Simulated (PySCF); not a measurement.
# C4H9OPSi2: the cost of one run

Programs: PySCF 2.14.0, with routines of our own; each step states its level. All values are computed. Atoms count from 0.

## (1) The starting structure

17 atoms, charge 0, multiplicity 1; geometry from: GFN2-xTB.

## (2) Vibronic structure: TDA LC-wPBE/def2-SV(P)

What the job is given:

```
{"job": {"kind": "vib", "xc": "LC-wPBE", "basis": "def2-SV(P)", "tda": true}, "charge": 0, "multiplicity": 1}
O      3.362756     1.755685     2.021051
C      3.479124     0.957671     1.128090
C      2.404311     0.312381     0.447231
C      1.489831    -0.240837    -0.121688
Si     0.049715    -0.999542    -1.015706
P     -0.407031     0.407545    -2.716195
C     -1.358105    -1.237892     0.248669
Si    -2.010403     0.350756     1.084885
H      4.473147     0.645124     0.745870
H      0.506878    -2.273045    -1.596364
H     -0.451683     1.540672    -1.922690
H     -1.779146     0.235058    -2.646995
H     -2.190836    -1.738899    -0.247240
H     -1.010183    -1.922590     1.022134
H     -0.913761     1.031810     1.767512
H     -2.593415     1.217944     0.055653
H     -3.058198    -0.029812     2.034795
```

Level: TDA LC-wPBE/def2-SV(P) vertical-gradient vibronic structure (displaced harmonic oscillators, Condon), gas phase.

On the command line:

```bash
OMP_NUM_THREADS=1 python excited_run.py task.json out
```

The driver reads the jobs from task.json and runs them one after another.

Q: Estimate the wall time and peak memory of this first job on 1 thread of Arm Neoverse V2, shared host.

About 53 s, with a peak of 0.87 GiB.
